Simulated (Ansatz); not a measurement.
# Cl₂HO₂Ta: basis-set convergence

Aim: see how fast density functionals converge with the basis set for Cl₂HO₂Ta.

The runs use Ansatz 0.2.0, Gaussian basis; one geometry, several basis sets.

Plan: PBE0-D4/def2-SVP; ωB97M-V/def2-SVP; PBE0-D4/def2-QZVPP; ωB97M-V/def2-QZVPP; the functionals' def2-TZVPP values are taken from earlier runs.

**1. Structure used throughout**

All runs share one geometry, relaxed beforehand with PBE0-D4 in a triple-zeta def2 set. Ta takes the def2 core potential; no spin-orbit term is included.

SMILES `[O]=[Ta]([OH])([Cl])[Cl]`, 6 atoms, charge 0, spin multiplicity 1.

Atoms are counted from 1 here; the program's logs count them from 0.

Bond lengths: O1–Ta2 1.706 Å, Ta2–O3 1.887 Å, Ta2–Cl4 2.297 Å, Ta2–Cl5 2.297 Å, O3–H6 0.959 Å. Angles: O1–Ta2–O3 105.2°, O1–Ta2–Cl4 109.2°, O1–Ta2–Cl5 109.2°, O3–Ta2–Cl4 111.0°, O3–Ta2–Cl5 111.0°, Cl4–Ta2–Cl5 111.1°, Ta2–O3–H6 130.1°.

Coordinates:

```
O    -1.85722   -0.68478    0.31877
Ta   -0.39002    0.05322   -0.14398
O     0.93462   -0.77151    0.91732
Cl   -0.01905   -0.34081   -2.37643
Cl   -0.50874    2.30556    0.29138
H     1.88242   -0.62568    0.94675
```

**2. PBE0-D4 in def2-SVP**

in.yaml

```yaml
crystal:
  periodic: [false, false, false]
  atoms:
    - {symbol: O, position_ang: [-1.857222, -0.684780, 0.318767]}
    - {symbol: Ta, position_ang: [-0.390016, 0.053216, -0.143981]}
    - {symbol: O, position_ang: [0.934618, -0.771514, 0.917319]}
    - {symbol: Cl, position_ang: [-0.019052, -0.340808, -2.376432]}
    - {symbol: Cl, position_ang: [-0.508744, 2.305561, 0.291377]}
    - {symbol: H, position_ang: [1.882417, -0.625676, 0.946751]}
basis:
  gaussian: {orbitals: def2-SVP}
hamiltonian: {xc: pbe0, dispersion: d4}
output: {orbitals: {seedname: orbitals}}
```

The run is started by

```sh
$ ansatz run in.yaml --threads 4 --pin off --events-out ev --progress --plain --max-ram 10444MiB
```

The runs that follow: ωB97M-V in def2-SVP; PBE0-D4 in def2-QZVPP; ωB97M-V in def2-QZVPP.

Before running them: what should the planned runs give, taken together? Wanted: PBE0-D4: double and triple zeta above quadruple; ωB97M-V: double and triple zeta above quadruple.

**Answer**, as computed:

```
                                       quantity           value
PBE0-D4: double and triple zeta above quadruple  15.20, 0.97 eV
ωB97M-V: double and triple zeta above quadruple  15.17, 0.92 eV
```

**Reading.** PBE0-D4 gains 14.22 eV from double to triple zeta, then 0.97 eV more. Total energies overstate the basis error of differences, where much of it tends to cancel.
